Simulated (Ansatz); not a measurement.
The system is NaLaMnMoO6.

```
Na La Mn Mo O
1.0
     5.43212   -0.01130   -0.00034
     2.44365    4.93484   -0.01855
     0.10940    2.68471    5.04562
Na La Mn Mo O
1 1 1 1 6
Direct
  0.69740 0.05972 0.73638
  0.41072 0.51412 0.00994
  0.92147 0.57866 0.41655
  0.21633 0.97870 0.33337
  0.56869 0.61375 0.56391
  0.40995 0.05114 0.05764
  0.31236 0.21070 0.45135
  0.04288 0.86047 0.12140
  0.05836 0.76646 0.60633
  0.86183 0.36628 0.20313
```

The cell was built by a generator and needn't be a form met in nature.

| Property | Result |
| --- | --- |
| Program | Ansatz 0.2.0 |
| Task | relaxation of cell and atoms |
| Functional | r2SCAN |
| Dispersion | rVV10 |
| Potentials or basis | Ansatz PAW |
| Cutoff | 500 eV (not typed: the program's choice for these potentials) |
| k mesh | 4 × 5 × 4 |
| Occupations | fermi-dirac, width 0.05 eV |
| Spin | collinear spin, ferromagnetic start |
| Starting moments | [0.0, 0.0, 4.0, 1.0, 0.0, 0.0, 0.0, 0.0, 0.0, 0.0] μB |

At the start: volume 13.57 Å³/atom.

**Question.** How do energy, volume and symmetry change on relaxing?

**Answer.** It ends after 15 steps and the volume is 12.81 Å³/atom (-5.6 %); space group R3 (No. 146, to 0.05 Å); moment 5.00 μB per cell.

Step by step:
| step | energy change (eV) | largest force (eV/Å) | volume (Å³) |
| --- | --- | --- | --- |
| 1 | 0.0000 | 0.4164 | 135.66 |
| 2 | -0.0686 | 0.3275 | 130.45 |
| 3 | -0.0909 | 0.2150 | 130.41 |
| 4 | -0.1188 | 0.2309 | 129.40 |
| 5 | -0.1540 | 0.2223 | 127.98 |
| 6 | -0.1806 | 0.0957 | 126.98 |
| 7 | -0.2008 | 0.1569 | 126.41 |
| 8 | -0.2383 | 0.2647 | 126.27 |
| 9 | -0.2784 | 0.5474 | 125.83 |
| 10 | -0.3039 | 0.5998 | 127.92 |
| 11 | -0.3376 | 0.9228 | 128.60 |
| 12 | -0.3678 | 0.1300 | 127.84 |
| 13 | -0.3696 | 0.0207 | 128.11 |
| 14 | -0.3697 | 0.0090 | 128.08 |
| 15 | -0.3650 | 0.0089 | 128.08 |

Final structure:
```
Na La Mn Mo O
1.0
     5.49073    0.15359   -0.14744
     2.62010    4.82550    0.20391
     0.05585    2.88322    5.07330
Na La Mn Mo O
1 1 1 1 6
Direct
  0.68811 0.02376 0.76434
  0.42142 0.55723 0.96411
  0.90923 0.58146 0.42779
  0.20355 0.99286 0.31072
  0.57117 0.55146 0.56792
  0.45986 0.04539 0.10982
  0.27732 0.10322 0.56797
  0.05511 0.88516 0.10963
  0.01945 0.80936 0.56793
  0.89478 0.45010 0.10978
```

Caveat: the magnetic or orbital state may not be the lowest; the plane-wave basis is chosen anew once the cell has moved, so the energies of steps on either side of that aren't comparable; a cell with one magnetic atom can't hold antiferromagnetic order, which such compounds often take; the PAW data sets come from PBE, with cores solved anew for the run's functional, which leaves a small shift of forces and pressure.
